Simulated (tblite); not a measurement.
# C6H7BF2O: the cost of one run

The runs use tblite 0.8.0 and PySCF 2.14.0, with density-fitted response routines of our own; the level of theory stands in each step. All values are computed, except where a source is named. Atoms count from 0, in the outputs and in this text.

### 1 Starting geometry

17 atoms, charge 0, multiplicity 1; geometry from: force field or distance geometry start.

Bonds of the start (Å): C0–C1 1.36, C1–C2 1.47, C2–C3 1.49, C3–C4 1.34, C4–C5 1.45, C5–O6 1.28, C3–B7 1.58, B7–F8 1.45, B7–F9 1.45, C0–H10 1.09, C0–H11 1.09, C1–H12 1.09, C2–H13 1.12, C2–H14 1.08, C4–H15 1.06, C5–H16 1.07.

### 2 Relaxing the molecule with GFN2-xTB

The job: settings as JSON, then the geometry in Å.

```
{"job": {"kind": "relax", "xc": "GFN2-xTB", "basis": "xTB"}, "charge": 0, "multiplicity": 1}
C      2.725200    -0.619500     0.247400
C      1.776700     0.359700     0.262500
C      0.823300     0.336200    -0.862500
C     -0.589900     0.182900    -0.429700
C     -1.354200    -0.854100    -0.797700
C     -2.723800    -0.946800    -0.330800
O     -3.111200    -0.009900     0.446100
B     -1.139300     1.294300     0.546400
F     -0.801900     2.656700     0.180100
F     -1.104700     0.989600     1.959500
H      2.692100    -1.327900    -0.586700
H      3.469300    -0.690900     1.045300
H      1.739200     1.088900     1.073700
H      0.888700     1.345200    -1.348400
H      1.090700    -0.447300    -1.553100
H     -0.986100    -1.607600    -1.443600
H     -3.401100    -1.737700    -0.585300
```

The run is started by

```bash
$ OMP_NUM_THREADS=1 python probes_run.py task.json out
```

This one command runs all jobs of the session in turn.

**Question.** How long does this first job take on 1 thread of Intel Xeon at 2.50GHz, shared host, and how much memory does it need?

About 1.4 s, with a peak of 0.18 GiB.
